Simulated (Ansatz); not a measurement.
**PPt in Ansatz: the effect of target pressure**

Crystal: PPt.

```xyz
4
Lattice="3.7430 0.0000 0.0000 -1.8715 3.2416 0.0000 0.0000 0.0000 6.3537" Properties=species:S:1:pos:R:3 pbc="T T T"
Pt    0.0000    2.1610    2.3630
Pt    1.8715    1.0805    5.5398
P     0.0000    2.1610    0.0197
P     1.8715    1.0805    3.1966
```

The cell comes from a database or a generator and needn't be the stable form of this composition.

Alike in all runs:

```yaml
Program: Ansatz 0.2.0
Task: relaxation of cell and atoms
Functional: PBE
Potentials_or_basis: Ansatz PAW
Cutoff: "420 eV (not typed: the program's choice for these potentials)"
k_mesh: 8 × 8 × 4
Occupations: fermi-dirac, width 0.05 eV
Spin: no spin polarisation
```

Each run relaxes the cell or the atoms first.

Problem. One run gave: relaxed volume 18.88 Å³/atom. Which target pressure did it use?
A. 20 GPa
B. 2 GPa
C. 30 GPa
D. 10 GPa
E. 5 GPa

Solution. B.

```csv
target pressure,relaxed volume (Å³/atom)
0 GPa,19.17
2 GPa,18.88
5 GPa,18.47
10 GPa,16.53
20 GPa,15.55
30 GPa,14.79
```

Caveats: the plane-wave basis is chosen anew once the cell has moved, so the energies of steps on either side of that aren't comparable; the volume moved by over 15 % at a fixed basis, so the end points are rough (some runs).
